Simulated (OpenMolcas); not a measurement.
# Ti³⁺ among point charges: CASSCF and CASPT2 levels and susceptibility

Aim: the splitting of the states of Ti³⁺ in the field of 6 point charges, its lowest levels with spin-orbit coupling and its magnetic susceptibility.

Method: state-averaged CASSCF and CASPT2, spin-orbit coupling by RASSI with atomic mean-field integrals. Code: OpenMolcas 26.06.

**1. What is computed**

| Quantity | Value |
| --- | --- |
| Species | Ti³⁺ (titanium, Z = 22, 19 electrons) |
| Basis | ANO-RCC-VDZP [5s4p2d1f], 34 functions |
| Scalar Hamiltonian | DKH2, point nucleus |
| Inactive shells | 1s 2s 2p 3s 3p |
| Active space | 1 electron in 5 orbitals (3d) |
| Some configurations of this space | 3d |
| Orbitals | optimised for each spin and parity, averaged over all roots |

The outer shells:

3d
```
3d [↑ ][  ][  ][  ][  ]
```

The ion sits among 6 point charges of -2.2 e arranged as an octahedron (Oh), 2.12 Å from the ion.

The work runs as a chain of OpenMolcas steps in one folder; each step below is one input file. Labels, J, g values, rates, χT and fits are worked out afterwards by a script from the matrices that RASSI stores. The input lists half of the charges; inversion (Group=XYZ) makes the rest.

**2. One- and two-electron integrals**

The input, a.inp:

```
&GATEWAY
Coord
1

Ti 0.0 0.0 0.0
Basis=ANO-RCC-VDZP
Group=XYZ
NoMove
AngMom=0.0 0.0 0.0
AMFI
XField
3 Angstrom 0
2.120000 0.000000 0.000000 -2.200000
0.000000 2.120000 0.000000 -2.200000
0.000000 0.000000 2.120000 -2.200000
&SEWARD
```

The run is started by

```bash
$ OMP_NUM_THREADS=1 MOLCAS_MEM=1689 MOLCAS_PROJECT=a pymolcas a.inp > a.log
```

**3. CASSCF: doublets of even parity, 5 roots**

The input, a.inp:

```
&RASSCF
FileOrb=start.orb
Symmetry=1
Spin=2
nActEl=1 0 0
Inactive=3 6
Ras2=5 0
CIRoot=5 5 1
SDav=5
CIMx=300
Iter=120 100
PrWF=0.3
OrbListing=Nothing
MaxOrb=0
>>> COPY $Project.JobIph JOB001
```

start.orb holds the contracted functions of the basis, ordered by shell, or the orbitals of the step before.

**4. State interaction with spin-orbit coupling**

The input, a.inp:

```
&RASSI
NrOfJobIphs=1 5
1 2 3 4 5
IphNames
JOB001
EJob
SpinOrbit
DIPRint=1.0
SOCoupling=1000.0
Subsets=2
Property=9
'ANGMOM' 1 'ANGMOM' 2 'ANGMOM' 3 'MLTPL  1' 1 'MLTPL  1' 2 'MLTPL  1' 3
'AMFI' 1 'AMFI' 2 'AMFI' 3
SOProperty=3
'ANGMOM' 1 'ANGMOM' 2 'ANGMOM' 3
```

**5. CASPT2: IPEA 0.25, imaginary shift 0.1 (closed shells correlated: 3s 3p)**

The input, a.inp:

```
>>> COPY JOB001 $Project.JobIph
&CASPT2
Multistate=5 1 2 3 4 5
NoMult
Frozen=2 3
IPEA=0.25
Imaginary=0.1
MaxIter=60
WThr=0.0 0.3 0.05
PrWF=0.5
NoMix
```

(Steps that only read results are left out.)

Q: Predict the outcome of this session. Wanted: spin-free ground state; first state of the same spin within the active space; lowest level; next level.

**Answer**, as computed:

| quantity | value |
| --- | --- |
| method | SS-CASPT2, IPEA 0.25, imaginary shift 0.1 (closed shells correlated: 3s 3p) |
| spin-free ground state | 2T2, 3-fold in its orbital part |
| first state of the same spin within the active space | 2E at 6620 cm⁻¹ |
| lowest level | 4-fold Γ8 |
| next level | 221.8 cm⁻¹ |
| χT at 300 K | 0.46 cm³ K/mol |
| effective moment at 300 K | 1.93 μB |

Cost by method:

```
                                              method  time of its own steps  time with the reference
                                           A. CASSCF                  1.4 s                    1.4 s
B. SS-CASPT2, IPEA 0.25, imaginary shift 0.1, +3s 3p                 0.42 s                    1.8 s
```

Times are of one thread on a shared host.

What this shows: The spin-free ground state (2T2) comes to 100 % from free-ion D terms and keeps the highest spin of the shell. χT at 300 K is 0.46, against 0.38 cm³ K/mol for the spin alone, so orbital moment adds to it. A ligand-field fit to the states below 45000 cm-1 gives 10Dq = 6622 cm-1, the gap between the two states. CASPT2 does not keep the components of a term degenerate, and the means are used. The field of point charges can differ much from that of real complexes. This is an electrostatic model: the charges have no orbitals.
